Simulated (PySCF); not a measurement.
# GeHF3 (SMILES [F][GeH]([F])[F]) at 6 levels

We compute a comparison of 6 runs (HF/3-21G, HF/def2-SVP, PBE/6-31G, BP86/cc-pVDZ, B3LYP/6-31G*, B3LYP/def2-SVPD) of GeHF3. The job is set up through a Python script.

The calculation is run with PySCF 2.14.0.

## Step 1: The system as given

GeHF3 has 5 atoms, charge 0, and is taken as a singlet. SMILES: `[F][GeH]([F])[F]`. The shape is that of a PBE0-D4/def2-TZVP optimisation.

Bond lengths: F1–Ge2 1.707 Å, Ge2–F3 1.707 Å, Ge2–F4 1.707 Å, Ge2–H5 1.516 Å. Angles: F1–Ge2–F3 106.4°, F1–Ge2–F4 106.4°, F3–Ge2–F4 106.4°, F1–Ge2–H5 112.4°, F3–Ge2–H5 112.4°, F4–Ge2–H5 112.4°.

## Step 2: Energy and gradient at HF/3-21G (run 1)

job.py

```python
import pyscf.grad
from pyscf import gto

mol = gto.M(
    atom='''
F     -0.249800    -0.734100     1.483000
Ge     0.095600    -0.008700    -0.023300
F     -0.673100     1.515700    -0.011300
F     -0.708100    -0.944000    -1.204000
H      1.585200     0.097300    -0.285700
''',
    basis='3-21g',
    charge=0,
    spin=0,
    verbose=4,
    max_memory=1860,
)

myscf = mol.RHF()
myscf.conv_tol = 1e-10
myscf.kernel()
if not myscf.converged:
    myscf = myscf.newton().run(myscf.mo_coeff, myscf.mo_occ)

e_final = myscf.e_tot
print('Final energy', e_final)
grad = myscf.Gradients().kernel()
dip = myscf.dip_moment()
pop, q = myscf.mulliken_pop()
```

Command:

```console
$ OMP_NUM_THREADS=1 python job.py
```

The log of the run:

```text
PySCF version 2.14.0

[... 57 lines left out ...]
converged SCF energy = -2362.78553903883
Final energy -2362.7855390388295
[... 11 lines left out ...]
Dipole moment(X, Y, Z, Debye):  2.83200,  0.20101, -0.49819
[... 57 lines left out ...]
charge of    4H =     -0.22325
```

Run time: 4.2 s. Hardware: 1 thread of Intel Xeon at 2.50GHz (Skylake/Cascade Lake), shared host; peak memory 0.12 GiB.

## Step 3: Energy and forces at HF/def2-SVP (run 2)

input.py

```python
from pyscf import gto, scf

system = gto.M(
    atom='''
F       -0.249800      -0.734100       1.483000
Ge       0.095600      -0.008700      -0.023300
F       -0.673100       1.515700      -0.011300
F       -0.708100      -0.944000      -1.204000
H        1.585200       0.097300      -0.285700
''',
    verbose=4,
    max_memory=1860,
    basis='def2-svp',
)

mf = scf.RHF(system)
mf.conv_tol = 1e-10
mf.kernel()
if not mf.converged:
    mf = mf.newton().run(mf.mo_coeff, mf.mo_occ)

e_final = mf.e_tot
print('E(%s) = %.9f' % ('HF', e_final))
grad = mf.nuc_grad_method().kernel()
mf.analyze()
```

Command:

```console
$ OMP_NUM_THREADS=1 python input.py
```

The log of the run:

```text
PySCF version 2.14.0

[... 82 lines left out ...]
MO #2   energy= -52.2402837691038  occ= 2
[... 10 lines left out ...]
MO #13  energy= -1.77811791416391  occ= 2
[... 10 lines left out ...]
MO #24  energy= -0.707697770156043 occ= 2
[... 10 lines left out ...]
MO #35  energy= 0.283649162396872  occ= 0
[... 10 lines left out ...]
MO #46  energy= 1.47326057775078   occ= 0
[... 10 lines left out ...]
MO #57  energy= 1.9886084787121    occ= 0
[... 10 lines left out ...]
MO #68  energy= 3.4351032989988    occ= 0
[... 10 lines left out ...]
MO #79  energy= 3.99428466595246   occ= 0
[... 87 lines left out ...]
Dipole moment(X, Y, Z, Debye):  2.77684,  0.19704, -0.48842
```

Run time: 17 s. Hardware: 1 thread of Intel Xeon at 2.50GHz (Skylake/Cascade Lake), shared host; peak memory 0.15 GiB.

Runs 3 to 5 aren't shown in full; the table further down has their settings and results.

## Step 4: Energy and gradient at B3LYP/def2-SVPD (run 6)

run.py

```python
from pyscf import gto, dft

mol = gto.M(
    atom=[
    ('F', (-0.249800, -0.734100, 1.483000)),
    ('Ge', (0.095600, -0.008700, -0.023300)),
    ('F', (-0.673100, 1.515700, -0.011300)),
    ('F', (-0.708100, -0.944000, -1.204000)),
    ('H', (1.585200, 0.097300, -0.285700)),
],
    spin=0,
    max_memory=1860,
    basis='def2-svpd',
    verbose=4,
)

ks = dft.RKS(mol, xc='b3lyp')
ks.conv_tol = 1e-10
ks.grids.level = 5
ks.kernel()
if not ks.converged:
    ks = ks.newton().run(ks.mo_coeff, ks.mo_occ)

etot = ks.e_tot
print('E = %.10f Eh' % etot)
grad = ks.nuc_grad_method().kernel()
dip = ks.dip_moment()
pop, q = ks.mulliken_pop()
```

Command:

```console
$ OMP_NUM_THREADS=1 python run.py
```

The log of the run:

```text
PySCF version 2.14.0

[... 73 lines left out ...]
converged SCF energy = -2376.8117522985
[... 13 lines left out ...]
Dipole moment(X, Y, Z, Debye):  2.53773,  0.18008, -0.44635
[... 121 lines left out ...]
charge of    4H =      0.02214
```

It took 71 s on 1 thread of Intel Xeon at 2.50GHz (Skylake/Cascade Lake), shared host; peak memory 1.2 GiB.

## Step 5: All runs side by side

```
run                               level  integration grid  Cartesian functions   energy (Eh)  dipole moment (D)  HOMO energy (eV)  LUMO energy (eV)  wall time
  1                            HF/3-21G                 –                   no  -2362.785539               2.88            -15.15              4.16      4.2 s
  2                         HF/def2-SVP                 –                   no  -2373.867337               2.83            -15.61              3.75       17 s
  3                           PBE/6-31G                 5                   no  -2376.212655               2.73             -9.42             -1.90       32 s
  4                        BP86/cc-pVDZ                 5                   no  -2377.465681               2.22             -9.37             -1.51       45 s
  5  B3LYP/6-31G* (Cartesian functions)                 5                  yes  -2376.988715               2.33            -10.74             -0.56       47 s
  6                     B3LYP/def2-SVPD                 5                   no  -2376.811752               2.58            -11.28             -1.13       71 s
```

## Step 6: Outcome

| quantity | value |
| --- | --- |
| run 6: total energy | -2376.81175 Eh |
| run 6: dipole moment | 2.58 D |
| run 6: HOMO energy | -11.28 eV |
| run 6: LUMO energy | -1.13 eV |
| run 6: HOMO–LUMO gap | 10.15 eV |
| run 6: largest force on an atom | 0.861 eV/Å |

**Reading.** The dipole moment (its size) runs from 2.22 D (BP86/cc-pVDZ) to 2.88 D (HF/3-21G). The two ends differ in method and basis. The HOMO–LUMO gap runs from 7.52 eV (PBE/6-31G) to 19.36 eV (HF/def2-SVP). Totals of different functionals can't be ranked against each other. All runs together took 3.6 min, the longest 71 s.
